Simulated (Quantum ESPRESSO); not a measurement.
# La under changes of volume

One of the cells (37.415 Å³/atom); the others are scaled copies at fixed shape and fractional positions:

```
La
1.0
     3.77000    0.00000    0.00000
    -1.88500    3.26492    0.00000
     0.00000    0.00000   12.15900
La
4
Direct
  0.66667 0.33333 0.25000
  0.33333 0.66667 0.75000
  0.00000 0.00000 0.50000
  0.00000 0.00000 0.00000
```

| Property | Result |
| --- | --- |
| Program | Quantum ESPRESSO 7.5 |
| Functional | LDA |
| Potentials or basis | GBRV 1.5 LDA |
| Cutoff | 612 eV |
| Density cutoff | 4898 eV |
| k mesh | 8 × 8 × 3 |
| Occupations | fermi-dirac, width 0.05 eV |
| Spin | no spin polarisation |

```tsv
volume (Å³/atom)	energy over the lowest point (meV/atom)	pressure (GPa)
35.171	0.00	-2.0
35.919	10.63	-2.5
36.667	?	?
37.415	38.66	-3.4
38.164	55.67	-3.8
38.912	74.48	-4.2
39.660	94.88	-4.5
```

Task: What does the run at 36.667 Å³/atom give?

Result: Energy over the lowest point 23.59 meV/atom; pressure -3.0 GPa.

Worked out: A Birch-Murnaghan fit of order 3 (a polynomial in V^(-2/3)) to the other rows has no minimum within the range. It gives 23.58 meV/atom at 36.667 Å³/atom, against the run's 23.59, and -dE/dV = -3.0 GPa, against -3.0.

Energies are extrapolated to zero smearing.
